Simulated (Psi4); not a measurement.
# M06-L/6-31G(d) (spherical functions) run of BPH3F3 (SMILES [BH3-][P+](F)(F)F)

What is the energy change on altering one bond length of BPH3F3 at M06-L/6-31G* (spherical functions)? 

Program for the calculation: Psi4 1.11.

1 further run of the same task is left out (set aside as unsound or not needed).

## (1) The system as given

BPH3F3: 8 atoms, total charge 0, spin state singlet. SMILES: `[BH3-][P+](F)(F)F`. The shape is that of a PBE0-D4/def2-TZVP optimisation.

Bond lengths: B1–P2 1.835 Å, P2–F3 1.542 Å, P2–F4 1.542 Å, P2–F5 1.542 Å, B1–H6 1.207 Å, B1–H7 1.207 Å, B1–H8 1.207 Å. Some angles: B1–P2–F3 117.7°, B1–P2–F4 117.7°, B1–P2–F5 117.7°, F3–P2–F4 100.1°, F3–P2–F5 100.1°, F4–P2–F5 100.1°, P2–B1–H6 102.9°, P2–B1–H7 102.9°, P2–B1–H8 102.9°, H6–B1–H7 115.1°.

## (2) Energy and gradient at M06-L/6-31G(d) (spherical functions)

calc.dat

```
memory 2200 MB

molecule {
  0 1
  B     -0.15106471     1.81060329     0.95045665
  P      0.10440737    -1.25130105    -0.65701998
  F      0.56950676    -3.61086978     0.98910155
  F     -2.18437222    -2.15784047    -2.21693220
  F      2.22755246    -1.57438753    -2.62717285
  H     -1.93275519     1.50862506     2.34322260
  H     -0.50279943     3.26421842    -0.77248225
  H      1.86954385     2.01095206     1.99082647
  units bohr
  symmetry c1
  no_reorient
  no_com
}

set globals {
  basis                6-31G*
  puream               true
  e_convergence        1e-09
  d_convergence        1e-08
  scf_type             pk
  dft_radial_points    99
  dft_spherical_points 590
}

e = gradient('m06-l')
```

On the command line:

```sh
psi4 -n 1 calc.dat calc.out
```

calc.out:

```text
[...]
  Running in c1 symmetry.
[...]
  Nuclear repulsion =  269.858079866177320
[...]
  Multiplicity = 1
[...]
  Nalpha       = 25
  Nbeta        = 25
[...]
    Number of basis functions: 80
[...]
   @RKS iter   1:  -667.35927232649965   -4.21726e-02   7.71752e-03 DIIS/ADIIS
[...]
   @RKS iter  11:  -667.54616948089449   -2.38742e-12   4.90610e-09 DIIS
[...]
    Orbital Energies [Eh]
    ---------------------
    Doubly Occupied:
       1A    -76.981097     2A    -24.589975     3A    -24.589938
       4A    -24.589936     5A     -6.714617     6A     -6.598837
       7A     -4.827921     8A     -4.827921     9A     -4.819127
      10A     -1.305297    11A     -1.256172    12A     -1.256165
      13A     -0.684381    14A     -0.563531    15A     -0.561714
      16A     -0.561710    17A     -0.479755    18A     -0.479752
      19A     -0.471767    20A     -0.443547    21A     -0.443536
      22A     -0.426965    23A     -0.324844    24A     -0.312813
      25A     -0.312812
[...]
  @RKS Final Energy:  -667.54616948089449
   => Energetics <=
    Nuclear Repulsion Energy =            269.8580798661773201
    One-Electron Energy =               -1459.6936053067393004
    Two-Electron Energy =                 582.2709392386975651
    DFT Exchange-Correlation Energy =     -59.9815832790301187
    Empirical Dispersion Energy =           0.0000000000000000
    VV10 Nonlocal Energy =                  0.0000000000000000
    Total Energy =                       -667.5461694808944912
[...]
 Multipole Moments:
 ------------------------------------------------------------------------------------
     Multipole            Electronic (a.u.)      Nuclear  (a.u.)        Total (a.u.)
 ------------------------------------------------------------------------------------
 L = 1.  Multiply by 2.5417464519 to convert [e a0] to [Debye]
 Dipole X            :         -5.7019384            5.7589592            0.0570208
 Dipole Y            :         68.3373010          -69.0205838           -0.6832828
 Dipole Z            :         35.8777086          -36.2364811           -0.3587725
 Magnitude           :                                                    0.7738504
[...]
  -Total Gradient:
     Atom            X                  Y                   Z
    ------   -----------------  -----------------  -----------------
       1        0.000040040700    -0.000467293987    -0.000247527892
       2        0.002087981005    -0.024988933384    -0.013107431368
       3       -0.003818758932     0.019214335008    -0.013308922409
       4        0.018684822162     0.007261045671     0.012763794653
       5       -0.017213543341     0.002756696921     0.016032311373
       6       -0.001165903313    -0.001634615714     0.000255640385
       7       -0.000133737855    -0.000375700418    -0.001984760940
       8        0.001575926241    -0.001276738349     0.000003464268
[...]
```

Run time: 49 s. Hardware: 1 thread of Intel Xeon Platinum 8259CL at 2.50GHz (Skylake/Cascade Lake), shared host; peak memory 1.4 GiB.

## (3) The distorted shape: the energy at M06-L/6-31G(d) (spherical functions)

bf3h3p.xyz

```xyz
8
BF3H3P
B     -0.641672     1.043611     1.024214
P     -0.506482    -0.576679     0.173574
F     -0.260362    -1.825309     1.044664
F     -1.717652    -1.056399    -0.651896
F      1.178770    -0.833130    -1.390240
H     -1.584502     0.883811     1.761234
H     -0.827802     1.812831     0.112474
H      0.427588     1.149631     1.574754
```

run.py

```python
import psi4

psi4.set_memory(2200000000)
psi4.set_num_threads(1)
psi4.set_output_file('bf3h3p.out', False)

with open('bf3h3p.xyz') as f:
    atoms = ''.join(f.readlines()[2:])
geom = psi4.geometry('0 1\n' + atoms + 'symmetry c1\nno_reorient\nno_com')

options = {'basis': '6-31G*', 'puream': True, 'e_convergence': 1e-09, 'd_convergence': 1e-08, 'scf_type': 'pk', 'dft_radial_points': 99, 'dft_spherical_points': 590}
psi4.set_options(options)

E, wfn = psi4.energy("m06-l", return_wfn=True)
psi4.oeprop(wfn, "WIBERG_LOWDIN_INDICES", "QUADRUPOLE", "LOWDIN_CHARGES", title="M06-L")
print('E =', round(E, 9))
for k, v in sorted(psi4.core.scalar_variables().items()):
    print(f'{k:45s} {v:18.10f}')
```

On the command line:

```sh
python run.py
```

bf3h3p.out:

```text
[...]
  Running in c1 symmetry.
[...]
  Nuclear repulsion =  244.571821390108283
[...]
  Multiplicity = 1
[...]
  Nalpha       = 25
  Nbeta        = 25
[...]
    Number of basis functions: 80
[...]
   @RKS iter   1:  -667.17726408383294   -2.84921e-01   8.91801e-03 DIIS/ADIIS
[...]
   @RKS iter  13:  -667.43181189902543   -1.17097e-11   6.74877e-09 DIIS
[...]
    Orbital Energies [Eh]
    ---------------------
    Doubly Occupied:
       1A    -76.999643     2A    -24.621134     3A    -24.621110
       4A    -24.461974     5A     -6.733050     6A     -6.635863
       7A     -4.846705     8A     -4.844578     9A     -4.839577
      10A     -1.315662    11A     -1.282082    12A     -1.049360
      13A     -0.701562    14A     -0.579646    15A     -0.577537
      16A     -0.528293    17A     -0.498682    18A     -0.480579
      19A     -0.464003    20A     -0.399457    21A     -0.345366
      22A     -0.340249    23A     -0.327486    24A     -0.291575
      25A     -0.291450
[...]
  @RKS Final Energy:  -667.43181189902543
   => Energetics <=
    Nuclear Repulsion Energy =            244.5718213901082834
    One-Electron Energy =               -1409.6785474843318298
    Two-Electron Energy =                 557.4747383482201712
    DFT Exchange-Correlation Energy =     -59.7998241530219445
    Empirical Dispersion Energy =           0.0000000000000000
    VV10 Nonlocal Energy =                  0.0000000000000000
    Total Energy =                       -667.4318118990254334
[...]
 Multipole Moments:
 ------------------------------------------------------------------------------------
     Multipole            Electronic (a.u.)      Nuclear  (a.u.)        Total (a.u.)
 ------------------------------------------------------------------------------------
 L = 1.  Multiply by 2.5417464519 to convert [e a0] to [Debye]
 Dipole X            :         36.9008414          -37.7633458           -0.8625044
 Dipole Y            :         62.0915885          -62.3976209           -0.3060325
 Dipole Z            :         -3.5475763            4.1496383            0.6020619
 Magnitude           :                                                    1.0954671
 L = 2.  Multiply by 1.3450342976 to convert [e a0^2] to [Debye ang]
 Quadrupole XX       :       -201.4946237          174.8173668          -26.6772568
 Quadrupole XY       :        -35.4244597           37.1129018            1.6884420
[...]
```

Standard output:

```text
E = -667.431811899
CURRENT ENERGY                                   -667.4318118990
CURRENT REFERENCE ENERGY                         -667.4318118990
DD SOLVATION ENERGY                                 0.0000000000
DFT FUNCTIONAL TOTAL ENERGY                      -667.4318118990
DFT TOTAL ENERGY                                 -667.4318118990
DFT VV10 ENERGY                                     0.0000000000
DFT XC ENERGY                                     -59.7998241530
GRID ELECTRONS ALPHA                               24.9999983924
GRID ELECTRONS BETA                                24.9999983924
GRID ELECTRONS TOTAL                               49.9999967847
NUCLEAR REPULSION ENERGY                          244.5718213901
ONE-ELECTRON ENERGY                             -1409.6785474843
PCM POLARIZATION ENERGY                             0.0000000000
PE ENERGY                                           0.0000000000
SCF ITERATION ENERGY                             -667.4318118990
SCF ITERATIONS                                     13.0000000000
SCF TOTAL ENERGY                                 -667.4318118990
TWO-ELECTRON ENERGY                               557.4747383482
XC GRID RADIAL POINTS                              99.0000000000
XC GRID SPHERICAL POINTS                          590.0000000000
XC GRID TOTAL POINTS                           444739.0000000000
```

It took 42 s on 1 thread of Intel Xeon Platinum 8259CL at 2.50GHz (Skylake/Cascade Lake), shared host; peak memory 1.3 GiB.

## (4) Results

At M06-L/6-31G* (spherical functions):

```
                                                         quantity          value
                                        first shape: total energy  -667.54617 Eh
                                       first shape: dipole moment         1.97 D
                                         first shape: HOMO energy       -8.51 eV
                                         first shape: LUMO energy       -0.21 eV
                                       first shape: HOMO–LUMO gap        8.30 eV
                            first shape: largest force on an atom     1.455 eV/Å
                                    distorted shape: total energy  -667.43181 Eh
                                   distorted shape: dipole moment         2.78 D
                                     distorted shape: HOMO energy       -7.93 eV
                                     distorted shape: LUMO energy       -4.73 eV
                                   distorted shape: HOMO–LUMO gap        3.20 eV
energy change with the P2–F5 bond stretched from 1.542 to 2.313 Å       3.112 eV
```

What this shows: With the P2–F5 bond stretched from 1.542 to 2.313 Å the energy rises by 3.11 eV (300 kJ/mol). The first shape isn't relaxed at this level, so the change isn't measured from a minimum. The largest force (first shape) is 1.45 eV/Å: the shape isn't a stationary point for this species at this level.
